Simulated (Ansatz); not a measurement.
This script drives Ansatz's Python interface.

`c2h4fnosi_freq.py`
```python
# -*- coding: utf-8 -*-
"""Vibrations of C2H4FNOSi."""

import ansatz as az
import numpy as np

GEOMETRY = """
F    -2.13840    0.52000    0.44250
C    -1.03870   -0.03050    0.84250
N    -0.84800   -1.22690   -0.03110
C     0.29910   -1.00760   -0.75840
Si    1.02320    0.61460   -0.40940
O    -0.03510    1.02100    0.83900
H    -1.15510   -0.35290    1.88250
H     0.64380   -1.71560   -1.50490
H     2.40870    0.52150    0.17720
H     0.92350    1.60520   -1.47700
"""

molecule = az.Crystal.molecule()
for line in GEOMETRY.strip().splitlines():
    symbol, *xyz = line.split()
    molecule = molecule.atom(symbol, [float(v) for v in xyz])

base = (
    molecule.calculation()
    .basis(gaussian="6-31G*")  # atom-centred Gaussian functions
    .functional("PBE0")
    .accuracy("medium")
    .scf(lower_state_search="standard")  # control of the self-consistency loop
)
symbols = [site.symbol for site in molecule.cartesian_sites]
start = np.array([site.position_ang for site in molecule.cartesian_sites], dtype=float)
rep = base.relax(force_tolerance=0.003).run(threads=1).report
end = np.array(rep["positions_ang"])

print("bond        before    after (A)")
for i, j in [(0, 1), (1, 2), (1, 5), (1, 6), (2, 3), (3, 4), (3, 7), (4, 5), (4, 8), (4, 9)]:
    d0, d1 = (np.linalg.norm(xyz[i] - xyz[j]) for xyz in (start, end))
    print(f"{symbols[i]}{i}-{symbols[j]}{j}".ljust(10), f"{d0:8.4f} {d1:8.4f}")

# frequencies need a stationary point, so they are taken at the relaxed geometry
minimum = az.Crystal.molecule()
for symbol, xyz in zip(symbols, end):
    minimum = minimum.atom(symbol, xyz.tolist())
vibrating = (
    minimum.calculation()
    .basis(gaussian="6-31G*")
    .functional("PBE0")  # exchange and correlation
    .accuracy("medium")  # preset for grids and thresholds
    .scf(lower_state_search="standard")  # control of the self-consistency loop
    .phonons(temperatures=(298.15, 498.15, 100))
)
vib = vibrating.run(threads=1).report["vibrations"]
sums = vib["harmonic_sums"]
modes = [m["omega_inv_cm"] for m in sums["modes_at_gamma"] if m["rigid_motion"] == "no"]
print("frequencies (1/cm):", " ".join(f"{w:.0f}" for w in modes))
print("imaginary modes:", sum(w < 0 for w in modes), " zero-point energy:", round(sums["zero_point_energy_ev"], 4), "eV")
print("T (K)   F_vib (eV)   S_vib (meV/K)   C_vib (meV/K)")
for row in zip(sums["temperatures_k"], sums["vibrational_free_energy_ev"], vib["entropy_ev_per_k"], vib["heat_capacity_ev_per_k"]):
    print(f"{row[0]:6.1f} {row[1]:11.4f} {1000 * row[2]:13.4f} {1000 * row[3]:15.4f}")
```

It is started by `python c2h4fnosi_freq.py`. Estimate its wall time and peak memory on 1 thread of Arm Neoverse V2, on a shared host.

It took about 4.2 min, with a peak of 0.3 GiB, for 2 runs of the engine.

```console
$ python c2h4fnosi_freq.py
bond        before    after (A)
F0-C1        1.2932   1.3618
C1-N2        1.4936   1.4546
C1-O5        1.4536   1.3910
C1-H6        1.0950   1.0946
N2-C3        1.3758   1.2761
C3-Si4       1.8104   1.8917
C3-H7        1.0851   1.0906
Si4-O5       1.6863   1.6743
Si4-H8       1.5074   1.4847
Si4-H9       1.4598   1.4857
frequencies (1/cm): 86 264 461 491 548 622 677 715 739 839 877 914 994 1027 1131 1155 1325 1382 1403 1693 2284 2290 3129 3184
imaginary modes: 0  zero-point energy: 1.75 eV
T (K)   F_vib (eV)   S_vib (meV/K)   C_vib (meV/K)
 298.1      1.7008        0.4115          0.6111
 398.1      1.6491        0.6239          0.8615
 498.1      1.5759        0.8395          1.0629
```

The settings weren't tested for convergence. The frequencies are harmonic and unscaled, in a modest basis. The result belongs to the one conformer reached from this start, and soft torsions count as harmonic oscillators.

(A comment or docstring line of the script was reworded after the run, the code is as it ran; lines on the test bed's own set-up are left out of the output.)
